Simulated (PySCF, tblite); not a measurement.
# C5H9ClSi: geometry, infrared bands and NMR shifts

Wanted: the infrared bands and NMR shifts of C5H9ClSi (`CCC1=C[SiH2][C@@H]1Cl`), by calculation.

The runs use tblite 0.8.0 and PySCF 2.14.0, with density-fitted response routines of our own; the level of theory stands in each step. All values are computed, except where a source is named. Atoms count from 0, in the outputs and in this text.

### Step 1. The starting structure

16 atoms, charge 0, multiplicity 1; geometry from: force field or distance geometry start.

Bonds of the start (Å): C0–C1 1.50, C1–C2 1.52, C2–C3 1.29, C3–Si4 1.80, Si4–C5 1.81, C5–Cl6 1.80, C5–C2 1.46, C0–H7 1.12, C0–H8 1.11, C0–H9 1.10, C1–H10 1.11, C1–H11 1.11, C3–H12 1.12, Si4–H13 1.47, Si4–H14 1.46, C5–H15 1.13.

### Step 2. Optimising the geometry with GFN2-xTB

What the job is given:

```
{"job": {"kind": "relax", "xc": "GFN2-xTB", "basis": "xTB"}, "charge": 0, "multiplicity": 1}
C      2.218600     0.435500    -0.204700
C      1.050700     0.050100    -1.056100
C     -0.206000    -0.215400    -0.242600
C     -0.960100    -1.255000    -0.122900
Si    -2.193300    -0.594000     1.014100
C     -0.973900     0.679700     0.617600
Cl    -1.723900     1.978300    -0.376500
H      2.852000    -0.455900     0.017500
H      1.955400     0.927900     0.754900
H      2.856700     1.138100    -0.762300
H      1.325800    -0.833600    -1.660200
H      0.799300     0.928500    -1.689200
H     -0.863600    -2.280800    -0.557200
H     -3.513000    -0.464400     0.376400
H     -2.217100    -1.135500     2.371200
H     -0.415200     1.105400     1.508600
```

Started as:

```console
$ OMP_NUM_THREADS=1 python probes_run.py task.json out
```

One launch serves the whole session: the jobs run in the order shown.

**Question.** This job is followed by: GFN2-xTB harmonic vibrations, gas phase; GIAO PBE0/pcSseg-1 NMR shielding, non-relativistic, gas phase. Predict these results of the whole session: strongest single infrared mode (GFN2-xTB); zero-point energy (GFN2-xTB); 13C shifts against TMS (PBE0/pcSseg-1); 1H shifts against TMS (PBE0/pcSseg-1, means over atoms taken as alike); 29Si shifts against TMS (PBE0/pcSseg-1); 35Cl shifts against HCl (PBE0/pcSseg-1).

**Answer**, as computed:

| quantity | value |
| --- | --- |
| strongest single infrared mode (GFN2-xTB) | 2277 cm⁻¹, 376 km/mol |
| zero-point energy (GFN2-xTB) | 75.6 kcal/mol |
| 13C shifts against TMS (PBE0/pcSseg-1) | 183.1, 135.2, 50.4, 29.9, 14.3 ppm |
| 1H shifts against TMS (PBE0/pcSseg-1, means over atoms taken as alike) | 5.93, 5.10, 4.78, 4.41, 2.76, 2.24, 1.12 ppm |
| 29Si shifts against TMS (PBE0/pcSseg-1) | -32.8 ppm |
| 35Cl shifts against HCl (PBE0/pcSseg-1) | 113 ppm |

What this shows: Over 78 steps the energy fell by 0.868 eV; of the close pairs, Si4–C5 changed most, 1.807 to 1.943 Å. All 42 modes are real, so the xTB geometry is a minimum. The strongest single mode, at 2277 cm⁻¹, moves mainly H14. Unscaled tight-binding wavenumbers are off by several per cent, some by more. Its intensities can rank the bands wrongly. The most deshielded hydrogen is H12 (hydrogen on an alkene CH), at 5.93 ppm: a vinylic proton, deshielded by the sp2 carbon and the C=C anisotropy. At PBE0/pcSseg-1: The widest tensor belongs to Cl6: span 406 ppm, with a paramagnetic part of -311 ppm.
